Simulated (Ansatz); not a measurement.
# Cl₂H₂OSTi: how energies converge with the basis set

An exercise on one series of results from a longer session: the logs are not shown, and one member is left open.

Method: one geometry, several basis sets; program: Ansatz 0.2.0, Gaussian basis.

The runs, in order: PBE0-D4/def2-SVP; ωB97M-V/def2-SVP; PBE0-D4/def2-QZVPP; ωB97M-V/def2-QZVPP; the functionals' def2-TZVPP values are taken from earlier runs.

### The relaxed structure

The geometry comes from an earlier relaxation with PBE0-D4 in a triple-zeta def2 set; it is a stationary point, not always the lowest conformer.

SMILES `[OH][Ti]([SH])([Cl])[Cl]`, 7 atoms, charge 0, spin multiplicity 1.

Atoms are counted from 1 here; the program's logs count them from 0.

Bond lengths: O1–Ti2 1.744 Å, O1–H6 0.958 Å, Ti2–S3 2.268 Å, Ti2–Cl4 2.192 Å, Ti2–Cl5 2.187 Å, S3–H7 1.349 Å. Angles: Ti2–O1–H6 149.2°, O1–Ti2–S3 104.3°, O1–Ti2–Cl4 112.2°, O1–Ti2–Cl5 111.5°, S3–Ti2–Cl4 109.9°, S3–Ti2–Cl5 109.5°, Cl4–Ti2–Cl5 109.4°, Ti2–S3–H7 90.9°.

Coordinates:

```xyz
7
Cl2H2OSTi
O    -1.3773    0.5587    0.8623
Ti   -0.1351    0.0385   -0.2459
S     1.3777   -1.0258    1.0661
Cl   -0.9056   -1.3416   -1.7641
Cl    0.8230    1.7398   -1.2321
H    -1.8639    1.2723    1.2758
H     2.1424   -1.3099   -0.0079
```

Set-up of the first run:

in.yaml

```yaml
crystal:
  periodic: [false, false, false]
  atoms:
    - {symbol: O, position_ang: [-1.377256, 0.558724, 0.862312]}
    - {symbol: Ti, position_ang: [-0.135150, 0.038460, -0.245948]}
    - {symbol: S, position_ang: [1.377743, -1.025817, 1.066147]}
    - {symbol: Cl, position_ang: [-0.905632, -1.341578, -1.764128]}
    - {symbol: Cl, position_ang: [0.822958, 1.739801, -1.232058]}
    - {symbol: H, position_ang: [-1.863899, 1.272273, 1.275840]}
    - {symbol: H, position_ang: [2.142436, -1.309863, -0.007864]}
basis:
  gaussian: {orbitals: def2-SVP}
hamiltonian: {xc: pbe0, dispersion: d4}
output: {orbitals: {seedname: orbitals}}
```

Run with:

```bash
> ansatz run in.yaml --threads 4 --pin off --events-out ev --progress --plain --max-ram 10444MiB
```

Steps of the session up to this table: PBE0-D4 in def2-SVP; ωB97M-V in def2-SVP; PBE0-D4 in def2-QZVPP; ωB97M-V in def2-QZVPP.

One of the session's tables, all rows but one given; the rest of the session is left out.

It belongs to the step «Functionals by basis». 

```
functional       basis  HOMO (eV)  LUMO (eV)
   PBE0-D4    def2-SVP      -7.85      -2.89
   PBE0-D4  def2-TZVPP      -7.97      -2.91
   PBE0-D4  def2-QZVPP      -7.99      -2.94
   ωB97M-V    def2-SVP      -9.90      -0.66
   ωB97M-V  def2-TZVPP          ?          ?
   ωB97M-V  def2-QZVPP     -10.11      -0.80
```

**Question.** Estimate the row for ωB97M-V, def2-TZVPP.

As computed: HOMO (eV): -10.07; LUMO (eV): -0.75. In the column «HOMO (eV)» it lies between ωB97M-V, def2-QZVPP (-10.11) and ωB97M-V, def2-SVP (-9.90).
